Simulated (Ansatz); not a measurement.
Write a Python script for Ansatz's Python interface that makes vertical spin-state energies of CH3FMgS, SMILES C[S][Mg][F]. Use (for the species named): r2scan0, STO-3G basis, multiplicity 1.

| atom | x (Å) | y (Å) | z (Å) |
| --- | --- | --- | --- |
| C | -0.4189 | 0.7895 | -0.2079 |
| S | 0.3258 | 0.4861 | 1.4208 |
| Mg | 0.9731 | -1.6834 | 0.9898 |
| F | 0.8101 | -2.1873 | -0.6520 |
| H | -1.3708 | 0.2661 | -0.2830 |
| H | -0.5797 | 1.8626 | -0.2707 |
| H | 0.2604 | 0.4663 | -0.9968 |

`ch3fmgs.py`
```python
"""Gap between spin states of CH3FMgS at one geometry."""

import ansatz

config = {
    "basis": "STO-3G",
    "xc": "r2scan0",
}

mol = (
    ansatz.Crystal.molecule()
    .atom("C", (-0.41893, 0.78946, -0.20794))
    .atom("S", (0.32579, 0.4861, 1.42078))
    .atom("Mg", (0.97313, -1.68336, 0.98977))
    .atom("F", (0.8101, -2.18727, -0.65202))
    .atom("H", (-1.37084, 0.26611, -0.28303))
    .atom("H", (-0.57967, 1.86262, -0.27075))
    .atom("H", (0.26043, 0.46633, -0.99681))
)

job = mol.calculation()
job = job.basis(gaussian=config["basis"])
job = job.functional(config["xc"]).accuracy("high")
found = {}
for unpaired in [0, 2, 4]:
    summary = job.spin("collinear", total=unpaired).run().report
    s = unpaired / 2
    found[unpaired] = summary["free_energy_ev"]
    print(f"2S+1 = {unpaired + 1}: E = {found[unpaired]:.5f} eV, <S^2> = {abs(summary['mean_field']['state']['spin_squared']):.3f} (pure state {s * (s + 1):.2f})")
lowest = min(found, key=found.get)
for unpaired, e in found.items():
    print(f"multiplicity {unpaired + 1}: {23.060548 * (e - found[lowest]):.1f} kcal/mol above the lowest")
```

```console
$ python ch3fmgs.py
2S+1 = 1: E = -19840.41802 eV, <S^2> = 0.000 (pure state 0.00)
2S+1 = 3: E = -19836.35736 eV, <S^2> = 2.003 (pure state 2.00)
2S+1 = 5: E = -19828.55666 eV, <S^2> = 6.009 (pure state 6.00)
multiplicity 1: 0.0 kcal/mol above the lowest
multiplicity 3: 93.6 kcal/mol above the lowest
multiplicity 5: 273.5 kcal/mol above the lowest
```

In order: multiplicity 1 (+0.00 eV), multiplicity 3 (+4.06 eV) and multiplicity 5 (+11.86 eV), all at the one geometry.

Caveats:
- The settings weren't tested for convergence.
- The geometry is a force-field or estimated start, not a minimum of this method, and the basis set is short of its limit. All parts are taken at fixed geometry, without zero-point energy.
- Wall time of the script: 83 s on 1 thread of Arm Neoverse V1, with other jobs on the host, peak memory 0.41 GiB.
